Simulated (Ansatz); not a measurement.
Predict the output of the script below (Ansatz 0.2.0 through its Python package).

`ecut_ti.py`
```python
import ansatz as az
from tabulate import tabulate


def main() -> None:
    crystal = (
        az.Lattice.bcc(3.282)
        .space_group(229)
        .atom("Ti", (0.0, 0.0, 0.0))
        .primitive()
    )

    calc = crystal.calculation()
    calc = calc.kpoints(length=26)
    calc = calc.functional("PBEsol")
    calc = calc.occupations("Fermi-Dirac", width=0.05).stress()

    rows = []
    for value in [250, 350, 450, 550, 650]:
        rep = calc.basis(value).run(threads=1, backend="cpu").report
        rows.append((value, rep["free_energy_ev"] / len(rep["lattice"]["sites"]), rep["n_iterations"], sum(rep["stress_gpa"][i][i] for i in range(3)) / 3, rep["n_pw"]))

    print(tabulate(rows, headers=["cutoff (eV)", "F/atom (eV)", "iterations", "P (GPa)", "plane waves"], floatfmt=".4f", tablefmt="grid"))

    for row in rows[:-1]:
        shift = 1000 * (row[1] - rows[-1][1])
        print(f"{row[0]}: {shift:+.2f} meV/atom" + ("  (within 1 meV)" if abs(shift) < 1 else ""))


if __name__ == "__main__":
    main()
```

```console
$ python ecut_ti.py
DeckWarning: basis.ecutwfc = 250 eV is below the records' recommended 420 eV, and the density's cutoff is lower with it unless basis.ecutrho_ratio is high enough to keep the records' density cutoff: compare with a run at a higher cutoff
DeckWarning: basis.ecutwfc = 350 eV is below the records' recommended 420 eV, and the density's cutoff is lower with it unless basis.ecutrho_ratio is high enough to keep the records' density cutoff: compare with a run at a higher cutoff
+---------------+---------------+--------------+-----------+---------------+
|   cutoff (eV) |   F/atom (eV) |   iterations |   P (GPa) |   plane waves |
+===============+===============+==============+===========+===============+
|           250 |    -2472.7754 |            6 |   -7.6908 |           141 |
+---------------+---------------+--------------+-----------+---------------+
|           350 |    -2473.7662 |            6 |   -6.7868 |           249 |
+---------------+---------------+--------------+-----------+---------------+
|           450 |    -2473.7757 |            6 |   -6.7762 |           381 |
+---------------+---------------+--------------+-----------+---------------+
|           550 |    -2473.7762 |            6 |   -6.7758 |           531 |
+---------------+---------------+--------------+-----------+---------------+
|           650 |    -2473.7765 |            6 |   -6.7753 |           675 |
+---------------+---------------+--------------+-----------+---------------+
250: +1001.08 meV/atom
350: +10.29 meV/atom
450: +0.72 meV/atom  (within 1 meV)
550: +0.25 meV/atom  (within 1 meV)
```
(Warnings from the package without file and line.)

From 450 eV on it stays within 1 meV an atom of the value at 650 eV; the first row (250 eV) is off by 1001.1 meV and the last but one by 0.25 meV. The energy falls steadily, as expected when plane waves are added. The pressure moves from -7.69 to -6.78 GPa (the program's stress holds a Pulay correction, so it settles early).

Notes:
- Spin is left out of this run.
- For a metal this k-point mesh is coarse: on a finer one energies can move by several to tens of meV an atom and pressures by half a GPa or more, differences at one mesh by less.
- Pressure is positive in compression.
- This isn't the structure that Ti takes at ambient conditions.
- Shifts are counted from the last row, which is itself no proven limit.
- Hardware and time: 4.7 s on 1 thread of Intel(R) Xeon(R) Processor @ 2.30GHz, with other jobs on the host, peak memory 0.47 GiB.
